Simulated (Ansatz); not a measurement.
# NaLaMnMoO6 under changes of volume

One of the cells (13.566 Å³/atom); the others are scaled copies at fixed shape and fractional positions:

```xyz
10
Lattice="5.4321 -0.0113 -0.0003 2.4436 4.9348 -0.0186 0.1094 2.6847 5.0456" Properties=species:S:1:pos:R:3 pbc="T T T"
Na    4.0149    2.2638    3.7141
La    3.4885    2.5591    0.0405
Mn    6.4651    3.9635    2.0907
Mo    3.6032    5.7223    1.6638
O     4.6507    4.5363    2.8337
O     2.3582    0.4025    0.2897
O     2.2610    2.2480    2.2733
O     2.3489    4.5717    0.5966
O     2.2563    5.4095    3.0451
O     5.5988    2.3431    1.0178
```

The cell was built by a generator and needn't be a form met in nature.

* Program: Ansatz 0.2.0
* Functional: PBE
* Potentials or basis: Ansatz PAW
* Cutoff: 420 eV (not typed: the program's choice for these potentials)
* k mesh: 6 × 6 × 5
* Occupations: fermi-dirac, width 0.05 eV
* Spin: collinear spin, ferromagnetic start
* Starting moments: [0.0, 0.0, 4.0, 1.0, 0.0, 0.0, 0.0, 0.0, 0.0, 0.0] μB

```tsv
volume (Å³/atom)	energy over the lowest point (meV/atom)	pressure (GPa)	gap on the mesh (eV)	largest force (eV/Å)
12.752	25.52	10.6	0.15	1.153
13.024	10.94	6.7	0.16	0.739
13.295	2.64	3.2	0.16	0.356
13.566	0.00	0.0	0.17	0.019
13.838	?	?	?	?
14.109	9.39	-5.4	0.18	0.627
14.380	20.45	-7.7	0.19	0.906
```

Q: What does the run at 13.838 Å³/atom give?

A: Energy over the lowest point 2.41 meV/atom; pressure -2.8 GPa; gap on the mesh 0.18 eV; largest force 0.324 eV/Å.

Worked out: A Birch-Murnaghan fit of order 3 (a polynomial in V^(-2/3)) to the other rows has its minimum at 13.57 Å³/atom with B0 = V·E''(V) = 149 GPa and B' = 4.3 at fixed shape and positions, which overstates the stiffness. It gives 2.42 meV/atom at 13.838 Å³/atom, against the run's 2.41, and -dE/dV = -2.8 GPa, against -2.8. A straight line through the other rows of the gap, of slope 0.313 eV per unit of ln V, gives 0.18 eV, against the run's 0.18.

Energies are extrapolated to zero smearing.

Caveats: odd divisions of the mesh miss points on the zone boundary, where band edges often lie, so the gap on the mesh can be too wide; spin-orbit coupling is left out, which moves the levels of the heavy elements; a cell with one magnetic atom can't hold antiferromagnetic order, which such compounds often take; forces of over 1 eV/Å show positions far from the minimum, so gaps and moduli don't describe the material at rest (some runs).

A mesh can miss the band edges.
